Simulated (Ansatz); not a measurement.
# H8O2Si3: levels of theory, part 3 of 3

Aim: for H8O2Si3, compare levels of theory; the runs are relaxing the atoms and phonons.

Ansatz 0.2.0; DFT PBE, Gaussian basis def2-SVP, and further levels as typed in the inputs. Earlier steps stand in the parts before.

## 10. Relaxing the atoms: B3LYP, Gaussian basis def2-TZVP

It takes the final geometry of step 2.

File input.yaml:

```yaml
crystal:
  periodic: [false, false, false]
  atoms:
    - { symbol: Si, position_ang: [0.04853712, -1.3602235, 0.6871315] }
    - { symbol: O, position_ang: [1.42921701, -0.68514764, 0.04530909] }
    - { symbol: Si, position_ang: [2.36801223, 0.69747762, -0.06502929] }
    - { symbol: O, position_ang: [-1.3089648, -0.86220063, -0.13945137] }
    - { symbol: Si, position_ang: [-2.39726004, 0.38793328, -0.38037954] }
    - { symbol: H, position_ang: [-0.0751606, -0.95494585, 2.13092531] }
    - { symbol: H, position_ang: [0.15586675, -2.83993795, 0.51622594] }
    - { symbol: H, position_ang: [3.76604974, 0.29008466, -0.42691327] }
    - { symbol: H, position_ang: [1.82232644, 1.61233083, -1.1273055] }
    - { symbol: H, position_ang: [2.38343949, 1.43146607, 1.25079586] }
    - { symbol: H, position_ang: [-2.67819195, 1.10059354, 0.91714699] }
    - { symbol: H, position_ang: [-1.84207109, 1.37625843, -1.36934576] }
    - { symbol: H, position_ang: [-3.67180032, -0.19368685, -0.91770296] }
basis:
  gaussian: { orbitals: def2-TZVP }
hamiltonian:
  xc: b3lyp
relax:
  f_tol: 0.003
  max_steps: 100
```

The run is started by

```sh
$ ansatz run input.yaml --threads 4 --pin off --max-ram 10240MiB --backend cpu --events-out ev --progress --plain --runs-dir out
```

The program printed (excerpt; [...] marks lines left out):

```text
Warning: RAYON_NUM_THREADS=4 ignored (pool sized by the plan → 4); use --threads N
[...]
Functional definition: B3LYP
[...]
1437 factors; their error is unknown
[...]
mean field -27866.41047455 eV, -1024.0716964083 hartree, gradient 3.6e-5 eV, S^2 0.000000; 0 other end points of the search recorded, 0 dependent functions left out
[...]
reference -27866.41081678 eV, -1024.0717089849 hartree; 33, 33 occupied and 188, 188 virtual orbitals, 1437 factors
[...]
Atom 8 at     2.215296     1.637954    -1.092788 Å, force    -0.000248     0.000205     0.000121 eV/Å
Atom 9 at     2.669237     1.378502     1.265227 Å, force     0.000026     0.000150     0.000406 eV/Å
Atom 10 at    -2.955922     1.012503     0.893679 Å, force    -0.000088     0.000162     0.000408 eV/Å
Atom 11 at    -2.234830     1.349512    -1.386695 Å, force     0.000184     0.000204     0.000124 eV/Å
Atom 12 at    -3.712795    -0.484513    -0.846684 Å, force    -0.000580    -0.000346     0.000053 eV/Å
Dipole moment:    -0.008395     0.072612     0.053843 e Å
```

Run time: 1.7 min. Hardware: 4 threads of Arm Neoverse V2, shared host; peak memory 0.66 GiB.

Step by step:

```
step  energy from step 1 (eV)  largest force component (eV/Å)
   1                   0.0000                          0.5384
   2                  -0.0855                          0.4726
   3                  -0.1080                          0.0955
   4                  -0.1144                          0.1488
   5                  -0.1179                          0.0563
   6                  -0.1200                          0.0064
   7                  -0.1206                          0.0239
   8                  -0.1206                          0.0422
   9                  -0.1208                          0.0250
  10                  -0.1211                          0.0069
  11                  -0.1217                          0.0350
  12                  -0.1219                          0.0477
  13                  -0.1220                          0.0202
  14                  -0.1221                          0.0179
  15                  -0.1222                          0.0101
  16                  -0.1222                          0.0100
  17                  -0.1222                          0.0069
  18                  -0.1222                          0.0029
  19                  -0.1222                          0.0018
  20                  -0.1222                          0.0044
  21                  -0.1222                          0.0057
  22                  -0.1222                          0.0037
  23                  -0.1222                          0.0047
  24                  -0.1222                          0.0062
  25                  -0.1222                          0.0041
  26                  -0.1222                          0.0034
  27                  -0.1222                          0.0022
  28                  -0.1222                          0.0012
```

Step 1 is the start.

Before: Bond lengths: Si1–O2 1.666 Å, O2–Si3 1.675 Å, Si1–O4 1.666 Å, O4–Si5 1.675 Å, Si1–H6 1.505 Å, Si1–H7 1.493 Å, Si3–H8 1.500 Å, Si3–H9 1.504 Å, Si3–H10 1.507 Å, Si5–H11 1.507 Å, Si5–H12 1.504 Å, Si5–H13 1.500 Å. Angles (14 of 20 angles, heavy atoms first): Si1–O2–Si3 145.6°, O2–Si1–O4 111.3°, Si1–O4–Si5 145.5°, O2–Si1–H6 109.2°, O2–Si1–H7 107.3°, O4–Si1–H6 109.2°, O4–Si1–H7 107.3°, O2–Si3–H8 108.3°, O2–Si3–H9 110.2°, O2–Si3–H10 110.5°, O4–Si5–H11 110.5°, O4–Si5–H12 110.2°, O4–Si5–H13 108.3°, H6–Si1–H7 112.5°.

After: Bond lengths: Si1–O2 1.627 Å, O2–Si3 1.637 Å, Si1–O4 1.627 Å, O4–Si5 1.637 Å, Si1–H6 1.480 Å, Si1–H7 1.474 Å, Si3–H8 1.479 Å, Si3–H9 1.480 Å, Si3–H10 1.482 Å, Si5–H11 1.482 Å, Si5–H12 1.480 Å, Si5–H13 1.479 Å. Angles (14 of 20 angles, heavy atoms first): Si1–O2–Si3 156.7°, O2–Si1–O4 110.8°, Si1–O4–Si5 156.7°, O2–Si1–H6 109.1°, O2–Si1–H7 108.0°, O4–Si1–H6 109.1°, O4–Si1–H7 108.0°, O2–Si3–H8 108.9°, O2–Si3–H9 109.6°, O2–Si3–H10 110.2°, O4–Si5–H11 110.2°, O4–Si5–H12 109.6°, O4–Si5–H13 108.9°, H6–Si1–H7 111.7°.

## 11. Phonons

It takes the final geometry of step 10.

File input.yaml:

```yaml
crystal:
  periodic: [false, false, false]
  atoms:
    - { symbol: Si, position_ang: [0.04165913, -1.20185698, 0.63774968] }
    - { symbol: O, position_ang: [1.37839796, -0.47496662, 0.0611111] }
    - { symbol: Si, position_ang: [2.54951759, 0.6650575, -0.02845347] }
    - { symbol: O, position_ang: [-1.28961311, -0.6474587, -0.1159939] }
    - { symbol: Si, position_ang: [-2.57664579, 0.33211299, -0.36733834] }
    - { symbol: H, position_ang: [-0.07229714, -0.92817301, 2.08771697] }
    - { symbol: H, position_ang: [0.15334665, -2.64498771, 0.36165485] }
    - { symbol: H, position_ang: [3.83464711, 0.00631541, -0.34777822] }
    - { symbol: H, position_ang: [2.21529593, 1.63795426, -1.09278838] }
    - { symbol: H, position_ang: [2.66923737, 1.37850241, 1.26522678] }
    - { symbol: H, position_ang: [-2.95592152, 1.01250339, 0.89367876] }
    - { symbol: H, position_ang: [-2.23482952, 1.34951173, -1.38669529] }
    - { symbol: H, position_ang: [-3.71279468, -0.48451263, -0.84668355] }
basis:
  gaussian: { orbitals: def2-TZVP }
hamiltonian:
  xc: b3lyp
phonons: {}
```

The run is started by

```sh
$ ansatz run input.yaml --threads 4 --pin off --max-ram 10240MiB --backend cpu --events-out ev --progress --plain --runs-dir out
```

The program printed (excerpt; [...] marks lines left out):

```text
Warning: RAYON_NUM_THREADS=4 ignored (pool sized by the plan → 4); use --threads N
[...]
[... 1 set-up line as earlier in the session ...]
[...]
1437 factors; their error is unknown
[...]
mean field -27866.53271943 eV, -1024.0761888246 hartree, gradient 4.6e-5 eV, S^2 0.000000; 0 other end points of the search recorded, 0 dependent functions left out
[...]
reference -27866.53306143 eV, -1024.0762013929 hartree; 33, 33 occupied and 188, 188 virtual orbitals, 1437 factors
[...]
reference -27866.53302422 eV, -1024.0762000255 hartree; 33, 33 occupied and 188, 188 virtual orbitals, 1437 factors
[...]
1437 factors; their error is unknown
mean field -27866.53268589 eV, -1024.0761875922 hartree, gradient 1.9e-6 eV, S^2 0.000000; 0 other end points of the search recorded, 0 dependent functions left out
[...]
reference -27866.53302791 eV, -1024.0762001611 hartree; 33, 33 occupied and 188, 188 virtual orbitals, 1437 factors
[...]
1437 factors; their error is unknown
[...]
```

## 12. The log goes on: b3lypTZVP-v

Output, continued (excerpt; [...] marks lines left out):

```text
mean field -27866.53260190 eV, -1024.0761845056 hartree, gradient 2.6e-6 eV, S^2 0.000000; 0 other end points of the search recorded, 0 dependent functions left out
[...]
reference -27866.53294389 eV, -1024.0761970735 hartree; 33, 33 occupied and 188, 188 virtual orbitals, 1437 factors
[...]
1437 factors; their error is unknown
[...]
reference -27866.53302941 eV, -1024.0762002165 hartree; 33, 33 occupied and 188, 188 virtual orbitals, 1437 factors
[...]
1437 factors; their error is unknown
mean field -27866.53268694 eV, -1024.0761876308 hartree, gradient 1.5e-6 eV, S^2 0.000000; 0 other end points of the search recorded, 0 dependent functions left out
[...]
reference -27866.53302896 eV, -1024.0762001999 hartree; 33, 33 occupied and 188, 188 virtual orbitals, 1437 factors
```

## 13. More of the same log: b3lypTZVP-v

Output, continued (excerpt; [...] marks lines left out):

```text
[...]
1437 factors; their error is unknown
mean field -27866.53271214 eV, -1024.0761885569 hartree, gradient 1.7e-6 eV, S^2 0.000000; 0 other end points of the search recorded, 0 dependent functions left out
[...]
reference -27866.53305415 eV, -1024.0762011256 hartree; 33, 33 occupied and 188, 188 virtual orbitals, 1437 factors
[...]
1437 factors; their error is unknown
[...]
Atom 11 at    -2.234830     1.349512    -1.386695 Å, force     0.000171     0.000216     0.000121 eV/Å
Atom 12 at    -3.712795    -0.484513    -0.846684 Å, force    -0.000582    -0.000342     0.000051 eV/Å
Dipole moment:    -0.008395     0.072611     0.053845 e Å
Vibrations: 12.83 21.91 29.91 32.80 59.51 75.83 293.61 554.34 612.03 695.56 729.40 734.58 740.01 750.44 776.08 924.94 965.65 967.11 968.55 969.87 980.87 1004.59 1014.88 1139.21 1151.36 2221.67 2223.80 2231.87 2234.21 2237.04 2241.68 2242.75 2266.41 cm⁻¹, zero-point energy 2.114258 eV
```

Run time: 3.3 min. Hardware: 4 threads of Arm Neoverse V2, shared host; peak memory 0.66 GiB.

## 14. The runs side by side

This closing draws on all 3 parts.

```
step                            level  energy above the lowest (eV)  charge  2S+1 typed  ⟨S²⟩  dipole (D)     time
   2     PBE, Gaussian basis def2-SVP                         0.000       0           1  0.00        0.80     57 s
   3     PBE, Gaussian basis def2-SVP                         0.000       0           1  0.00        0.80     52 s
   6    PBE, Gaussian basis def2-TZVP                         0.000       0           1  0.00        0.61     44 s
   7    PBE, Gaussian basis def2-TZVP                         0.000       0           1  0.00        0.61  1.7 min
  10  B3LYP, Gaussian basis def2-TZVP                         0.000       0           1  0.00        0.44  1.7 min
  11  B3LYP, Gaussian basis def2-TZVP                         0.000       0           1  0.00        0.44  3.3 min
```

Energies compare only among runs of one formula, size, charge, level and basis; each such set counts from its lowest member.

**Reading.** The rows set the runs side by side; convergence of the settings was not tested in this session.
